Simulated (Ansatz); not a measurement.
# SnSe4: a trial structure relaxed

Where does this trial cell of SnSe4 go when cell and atoms are let free?

Computed with Ansatz 0.2.0 (DFT PBE, scalar-relativistic, plane waves, PAW, unless a step's input says otherwise).

## (1) The structure to begin with

The structure is cubic, space group Pm-3m (No. 221). Conventional cell: a = 5.233 Å, b = 5.233 Å, c = 5.233 Å, α = 90.00°, β = 90.00°, γ = 90.00°. Sn (site symmetry m-3m) is surrounded by 6 Se at 2.62 Å. Around Se (site symmetry m-3m) lie 12 Se at 3.70 Å. Around Se (site symmetry 4/mmm) lie 2 Sn at 2.62 Å.

Structure file:

```cif
data_structure
_symmetry_space_group_name_H-M 'P 1'
_symmetry_Int_Tables_number 1
_cell_length_a 5.2334
_cell_length_b 5.2334
_cell_length_c 5.2334
_cell_angle_alpha 90.000
_cell_angle_beta 90.000
_cell_angle_gamma 90.000
_cell_volume 143.34
loop_
_atom_site_label
_atom_site_type_symbol
_atom_site_fract_x
_atom_site_fract_y
_atom_site_fract_z
_atom_site_occupancy
Sn1 Sn 0.50000 0.50000 0.50000 1
Se1 Se 0.00000 0.00000 0.00000 1
Se2 Se 0.50000 0.50000 0.00000 1
Se3 Se 0.50000 0.00000 0.50000 1
Se4 Se 0.00000 0.50000 0.50000 1
```

Recipe of the guess: species swapped into a database cell of Ni4N (Pm-3m, No. 221), with Se on the Ni sites and Sn on the N sites. The dimensions are guesses.

## (2) The guess as it stands, on a coarse mesh

The input, input.yaml:

```yaml
crystal:
  lattice:
    - [5.23342969, 0.0, 0.0]
    - [0.0, 5.23342969, 0.0]
    - [0.0, 0.0, 5.23342969]
  atoms:
    - { symbol: Sn, position: [0.5, 0.5, 0.5] }
    - { symbol: Se, position: [0.0, 0.0, 0.0] }
    - { symbol: Se, position: [0.5, 0.5, 0.0] }
    - { symbol: Se, position: [0.5, 0.0, 0.5] }
    - { symbol: Se, position: [0.0, 0.5, 0.5] }
basis:
  ecutwfc: 420
kpoints:
  mp_grid: { grid: [4, 4, 4] }
hamiltonian:
  xc: pbe
scf:
  occupations: { method: gaussian, width: 0.1 }
  lower_state_search: "off"
output:
  forces: true
  stress: true
  eigenvalues: true
```

On the command line:

```
ansatz run input.yaml --threads 1 --pin off --max-ram 2560MiB --backend cpu --events-out ev --progress --plain --runs-dir out
```

Output (excerpt; [...] marks lines left out):

```text
[...]
SCF converged after 7 iterations
Free energy (F): -27896.980748 eV
[...]
E sigma→0 (E₀):  -27896.957367 eV
Entropy (-TS):   -0.046762 eV (-9.352 meV/atom)
Fermi energy:    6.255125 eV
[...]
--- Forces (eV/Å), atoms counted from 1 ---
  atom   1  Sn     0.00000000    -0.00000000    -0.00000000
  atom   2  Se    -0.00000000    -0.00000000     0.00000000
  atom   3  Se     0.00000000     0.00000000     0.00000000
  atom   4  Se    -0.00000000    -0.00000000     0.00000000
  atom   5  Se     0.00000000     0.00000000     0.00000000
[...]
--- Stress (GPa, compression-positive) ---
        0.661950       0.000000       0.000000
        0.000000       0.661950       0.000000
        0.000000       0.000000       0.661950
  P = ⅓ Tr σ = 0.6620 GPa (6.620 kbar)
--- Band table (eV; the first three rows and the last of 10) ---
[...]
```

Wall time 8.4 s (1 thread of Intel Xeon at 2.50GHz (Skylake/Cascade Lake), shared host); peak memory 0.42 GiB.

The probe gives pressure 0.7 GPa, largest force 0.00 eV/Å, gap on this mesh none (metal). The coarse relaxation is skipped.

## (3) Relaxation on the finer mesh

Changes to input.yaml since step 2:

```diff
@@ -14,3 +14,3 @@
 kpoints:
-  mp_grid: { grid: [4, 4, 4] }
+  mp_grid: { grid: [8, 8, 8] }
 hamiltonian:
@@ -19,3 +19,2 @@
   occupations: { method: gaussian, width: 0.1 }
-  lower_state_search: "off"
 output:
@@ -24 +23,10 @@
   eigenvalues: true
+  write_density: true
+  write_potential: true
+  elf: true
+  volumetric_format: npy
+relax:
+  adjacent_minimum: "off"
+  f_tol: 0.01
+  max_steps: 80
+  cell: { stress_tol: 0.05 }
```

On the command line:

```
ansatz run input.yaml --threads 1 --pin off --max-ram 2560MiB --backend cpu --events-out ev --progress --plain --runs-dir out
```

Output (excerpt; [...] marks lines left out):

```text
Warning: RAYON_NUM_THREADS=1 ignored (pool sized by the plan → 1); use --threads N
[...]
Pseudopotentials: kind: paw
Pseudopotential: Sn, paw, valence charge 14, recommended cutoff 420 eV (normal), Sn.paw.azcp
Pseudopotential: Se, paw, valence charge 16, recommended cutoff 420 eV (normal), Se.paw.azcp
Functional definition: PBE
[...]
Crystal: 5 atoms, lattice volume = 143.337 Å³
Basis set: ecut = 420 eV, 2801 PW (Γ), exchange–correlation on 72×72×72 points (8 copies of the dense FFT grid, shifted against one another)
Bands: 47, of which v1, the nominal top of the filled ones, is band 39 counted from 1 (38 counted from 0)
Symmetry: 48 space group operations
Space group: Pm-3m (ITA 221), of the structure as read, at distance tolerance 5.2e-5 Å
k-points: 35 of 512
[...]
SCF iter   1: F=—  HF=-27897.117169 eV  |F-HF|=—  |Δ(HF+E_count)|=         —  Δρ=4.72e-3  dr2=8.84e-2  ethr=1.77e-3  ⟨swp⟩=7.4  Hψ=6682  notcnv=0  defer=8
[...]
  P = ⅓ Tr σ = 0.0029 GPa (0.029 kbar)
--- Band table (eV; the first three rows and the last of 35) ---
[...]
--- Relaxed structure (2 steps of the walk, 2 accepted, 1 SCFs on fresh bases) ---
  F+E_penalty+E_count = -27897.11089543 eV   max|allowed force component| = 5.406e-29 eV/Å   (the final SCF, on the basis selected at the relaxed cell)
  cell:  # Å, volume = 145.2743 Å³
    - [5.256898439665701, -9.62964972193618e-35, -1.6049416203226964e-34]
    - [9.62964972193618e-35, 5.256898439665702, 3.2098832406453924e-35]
    - [-1.6049416203226964e-34, 3.2098832406453924e-35, 5.256898439665701]
  atoms:
    - { symbol: Sn, position: [0.49999999999999994, 0.49999999999999994, 0.49999999999999994] }
    - { symbol: Se, position: [-1.1768503319643042e-35, -6.995934383826891e-37, 5.270909467266836e-37] }
    - { symbol: Se, position: [0.49999999999999994, 0.49999999999999994, -4.312562291400165e-37] }
    - { symbol: Se, position: [0.49999999999999994, 1.6291901989733882e-37, 0.49999999999999994] }
    - { symbol: Se, position: [4.983405314506816e-37, 0.49999999999999994, 0.49999999999999994] }
```

Run time: 99 s. Hardware: 1 thread of Intel Xeon at 2.50GHz (Skylake/Cascade Lake), shared host; peak memory 0.53 GiB.

Step by step:

```
step  E - E(step 1) (eV/cell)  largest force component (eV/Å)  pressure (GPa)  volume (Å³)
   1                   0.0000                          0.0000            0.57       143.34
   2                  -0.0031                          0.0000            0.00       145.27
   3                  -0.0034                          0.0000            0.00       145.27
```

Step 1 is the start. Step 3 repeats the geometry before it on a plane-wave basis chosen anew for that cell, so its energy need not be comparable with the rows above.

|  | before | after | change |
| --- | --- | --- | --- |
| a (Å) | 5.233 | 5.257 | +0.4 % |
| b (Å) | 5.233 | 5.257 | +0.4 % |
| c (Å) | 5.233 | 5.257 | +0.4 % |
| volume (Å³/atom) | 28.67 | 29.05 | +1.4 % |
| shortest distance (Å) | 2.617 | 2.628 | +0.4 % |
| space group (0.01 Å) | Pm-3m | Pm-3m | same |

The run keeps the 48 symmetry operations of the start, so it could not have lowered the symmetry.

Density in a lattice plane of the grid's cell (edges 5.26 and 5.26 Å, at 0.500 of the third edge), which holds Sn and Se.

Ten even steps from '0' (0.00 e/Å³) to '9' (38.00 e/Å³):
```
000000000013531000000000
000000000001110000000000
000000000000000000000000
000000000000000000000000
000000000000000000000000
000000000000000000000000
000000000000000000000000
110000000000100000000001
531000000012221000000013
962000000013331000000026
531000000012221000000013
110000000000100000000001
000000000000000000000000
000000000000000000000000
000000000000000000000000
000000000000000000000000
000000000000000000000000
000000000001110000000000
000000000013531000000000
000000000026962000000000
```
Columns run along the first of these edges and rows up along the second, over one cell in 24 and 20 even steps from the bottom left corner. Atoms in the plane (fractional): Sn at (0.50, 0.50), Se at (0.50, 1.00), Se at (0.00, 0.50).

ELF in the same plane.

Values, 12 rows by 12 columns:
```
0.02 0.03 0.13 0.59 0.78 0.70 0.49 0.70 0.78 0.59 0.13 0.03
0.22 0.13 0.07 0.25 0.60 0.72 0.74 0.72 0.60 0.25 0.07 0.13
0.70 0.59 0.25 0.12 0.28 0.45 0.49 0.45 0.28 0.12 0.25 0.59
0.82 0.78 0.60 0.28 0.24 0.28 0.29 0.28 0.24 0.28 0.60 0.78
0.54 0.70 0.72 0.45 0.28 0.17 0.05 0.17 0.28 0.45 0.72 0.70
0.15 0.49 0.74 0.49 0.29 0.05 0.00 0.05 0.29 0.49 0.74 0.49
0.54 0.70 0.72 0.45 0.28 0.17 0.05 0.17 0.28 0.45 0.72 0.70
0.82 0.78 0.60 0.28 0.24 0.28 0.29 0.28 0.24 0.28 0.60 0.78
0.70 0.59 0.25 0.12 0.28 0.45 0.49 0.45 0.28 0.12 0.25 0.59
0.22 0.13 0.07 0.25 0.60 0.72 0.74 0.72 0.60 0.25 0.07 0.13
0.02 0.03 0.13 0.59 0.78 0.70 0.49 0.70 0.78 0.59 0.13 0.03
0.01 0.02 0.22 0.70 0.82 0.54 0.15 0.54 0.82 0.70 0.22 0.02
```
Columns run along the first of these edges and rows up along the second, over one cell in 12 and 12 even steps from the bottom left corner. Atoms in the plane (fractional): Sn at (0.50, 0.50), Se at (0.50, 1.00), Se at (0.00, 0.50).

Both are smooth fields of the valence electrons: close to the nuclei they are not physical.

Outside the cores ELF peaks at 0.82 in the shell around Se, 0.8 Å from Se.

## (4) Changed: ecutwfc 58.8 Ry, mp_grid.shift [0.5, 0.5, 0.5], dispersion d3bjatm

The input, input.yaml:

```yaml
crystal:
  lattice:
    - [5.2568984397, 0.0, 0.0]
    - [0.0, 5.2568984397, 0.0]
    - [0.0, 0.0, 5.2568984397]
  atoms:
    - { symbol: Sn, position: [0.5, 0.5, 0.5] }
    - { symbol: Se, position: [0.0, 0.0, 0.0] }
    - { symbol: Se, position: [0.5, 0.5, 0.0] }
    - { symbol: Se, position: [0.5, 0.0, 0.5] }
    - { symbol: Se, position: [0.0, 0.5, 0.5] }
basis:
  ecutwfc: "58.8 Ry"
kpoints:
  mp_grid: { grid: [8, 8, 8], shift: [0.5, 0.5, 0.5] }
hamiltonian:
  xc: pbe
  dispersion: d3bjatm
scf:
  occupations: { method: gaussian, width: 0.1 }
output:
  forces: true
  eigenvalues: true
  stress: true
```

On the command line:

```
ansatz run input.yaml --threads 1 --pin off --max-ram 2560MiB --backend cpu --events-out ev --progress --plain --runs-dir out
```

Output (excerpt; [...] marks lines left out):

```text
Warning: RAYON_NUM_THREADS=1 ignored (pool sized by the plan → 1); use --threads N
[...]
[... 4 set-up lines as earlier in the session ...]
[...]
Crystal: 5 atoms, lattice volume = 145.274 Å³
Basis set: ecut = 800.0147556320471 eV, 7441 PW (Γ), exchange–correlation on 100×100×100 points (8 copies of the dense FFT grid, shifted against one another)
Bands: 47, of which v1, the nominal top of the filled ones, is band 39 counted from 1 (38 counted from 0)
[... 1 set-up line as earlier in the session ...]
Space group: Pm-3m (ITA 221), of the structure as read, at distance tolerance 5.3e-5 Å
k-points: 20 of 512
[...]
SCF iter   1: F=—  HF=-27898.607723 eV  |F-HF|=—  |Δ(HF+E_count)|=         —  Δρ=5.54e-3  dr2=1.19e-1  ethr=1.77e-3  ⟨swp⟩=7.2  Hψ=3883  notcnv=0  defer=5
[...]
SCF iter   7: F=-27898.595076 eV  HF=-27898.595076 eV  |F-HF|=4.11e-9  |Δ(HF+E_count)|=  2.44e-10  Δρ=2.46e-6  dr2=1.24e-8  ethr=7.20e-11  ⟨swp⟩=4.0  Hψ=2849  notcnv=0
[...]
SCF converged after 7 iterations
Free energy (F): -27898.595076 eV
[...]
E sigma→0 (E₀):  -27898.576517 eV
Entropy (-TS):   -0.037117 eV (-7.423 meV/atom)
Fermi energy:    6.110274 eV
[...]
--- Forces (eV/Å), atoms counted from 1 ---
  atom   1  Sn     0.00000000    -0.00000000    -0.00000000
  atom   2  Se     0.00000000    -0.00000000     0.00000000
  atom   3  Se     0.00000000    -0.00000000     0.00000000
  atom   4  Se     0.00000000    -0.00000000     0.00000000
  atom   5  Se     0.00000000     0.00000000     0.00000000
[...]
--- Stress (GPa, compression-positive) ---
       -1.744348       0.000000      -0.000000
        0.000000      -1.744348       0.000000
       -0.000000       0.000000      -1.744348
  P = ⅓ Tr σ = -1.7443 GPa (-17.443 kbar)
--- Band table (eV; the first three rows and the last of 20) ---
[...]
```

Run time: 43 s. Hardware: 1 thread of Intel Xeon at 2.50GHz (Skylake/Cascade Lake), shared host; peak memory 0.67 GiB.

```
    run     ending                                             energy change  pressure (GPa)  gap (eV)  force (eV/Å)  cycles  time
 step 3  converged                                                         0             0.0      0.00          0.00       -  99 s
variant  converged  -296.8 meV/atom (dispersion and other settings together)            -1.7      0.00          0.00       7  43 s
```

Changing the cutoff, k-point mesh and dispersion term moves the energy by -296.8 meV/atom, and the pressure goes from 0.0 to -1.7 GPa. More than one kind of setting changed, and this run alone doesn't tell their shares apart.

## (5) Results

```
                              quantity                                                                      value
symmetry at the end (tolerance 0.05 Å)                                                space group Pm-3m (No. 221)
                     conventional cell  a = 5.257 Å, b = 5.257 Å, c = 5.257 Å, α = 90.00°, β = 90.00°, γ = 90.00°
                                volume                                                              29.05 Å³/atom
     energy over the elements, grey Sn                                                              +0.69 eV/atom
                       gap on the mesh                                                               none (metal)
```

**Reading.** The space group Pm-3m (No. 221) is kept, and the volume per atom grows by 1.4 % from the first guess. The formation energy is positive, so the separate elements lie lower. No finished test with a distortion of lower symmetry is shown, so the end may be a saddle point.
